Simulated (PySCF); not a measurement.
# From one method to the next for Al

Starting from one script, swap the method and compare what comes out for Al.

Computed with PySCF 2.14.0. Level: method and basis as typed in the scripts.

## (1) The atom

Al: 1 atom, charge 0, spin multiplicity 2.

## (2) Base script

input.py

```python
from pyscf import gto, scf

mol = gto.M(
    atom='Al 0 0 0',
    basis='cc-pcvtz',
    charge=0,
    spin=1,
    verbose=4,
)
mf = scf.UHF(mol)
mf.kernel()
mf.dip_moment()
print('orbital energies (hartree):', [e[max(0, n-3):n+3].round(4) for e, n in zip(mf.mo_energy, mol.nelec)])
```

On the command line:

```console
> python input.py
```

## (3) EOM-EE

Variant 1 changes step after the SCF: none → eomee; frozen orbitals: none → 5; number of roots: none → 6.

input.py, as its differences from that of step 2:

```diff
@@ -1,2 +1,2 @@
-from pyscf import gto, scf
+from pyscf import gto, scf, cc
 
@@ -11,2 +11,6 @@
 mf.kernel()
+mycc = cc.CCSD(mf, frozen=5)
+mycc.kernel()
+e = mycc.eeccsd(nroots=6)[0]
+print('roots (eV) =', (e*27.211386).round(3))
 mf.dip_moment()
```

## (4) MP2

Variant 2 changes step after the SCF: none → mp2; frozen orbitals: none → 5.

input.py, as its differences from that of step 2:

```diff
@@ -1,2 +1,2 @@
-from pyscf import gto, scf
+from pyscf import gto, scf, mp
 
@@ -11,2 +11,3 @@
 mf.kernel()
+mp.MP2(mf, frozen=5).kernel()
 mf.dip_moment()
```

## (5) Scan (UKS)

Variant 3 changes functional: none (Hartree–Fock) → scan; SCF type: UHF → UKS; step after the SCF: none → analyze.

input.py

```python
from pyscf import gto, dft

mol = gto.M(
    atom='Al 0 0 0',
    basis='cc-pcvtz',
    charge=0,
    spin=1,
    verbose=4,
)
mf = dft.UKS(mol, xc='scan')
mf.kernel()
mf.analyze()
print('orbital energies (hartree):', [e[max(0, n-3):n+3].round(4) for e, n in zip(mf.mo_energy, mol.nelec)])
```

## (6) RHF

Variant 4 changes SCF type: UHF → RHF.

input.py

```python
from pyscf import gto, scf

mol = gto.M(
    atom='Al 0 0 0',
    basis='cc-pcvtz',
    charge=0,
    spin=1,
    verbose=4,
)
mf = scf.RHF(mol)
mf.kernel()
mf.dip_moment()
print('orbital energies (hartree):', mf.mo_energy[..., max(0, mol.nelec[1]-3):mol.nelec[0]+3].round(4))
```

**Question.** What will these runs give? Wanted: for each run, E(SCF); from base; gap, α spin; after the SCF.

**Answer**, as computed:

| run | E(SCF) (hartree) | from base (eV) | cycles | gap, α spin (eV) | after the SCF |
| --- | --- | --- | --- | --- | --- |
| base | -241.879095 | 0 | 9 | 6.60 | n/a |
| EOM-EE | -241.879095 | 0.0000 | 9 | 6.60 | CCSD correlation -1.394 eV, core frozen, first root 0.02 eV |
| MP2 | -241.879095 | 0.0000 | 9 | 6.60 | MP2 correlation -0.982 eV, core frozen |
| scan (UKS) | -242.375413 | not comparable | 18 | 0.76 | n/a |
| RHF | -241.875145 | +0.1075 | 7 | n/a | n/a |

Total energies of different functionals can't be compared with each other; differences within one functional can. The dearest run is “EOM-EE”, at 6.4 s against 0.68 s.
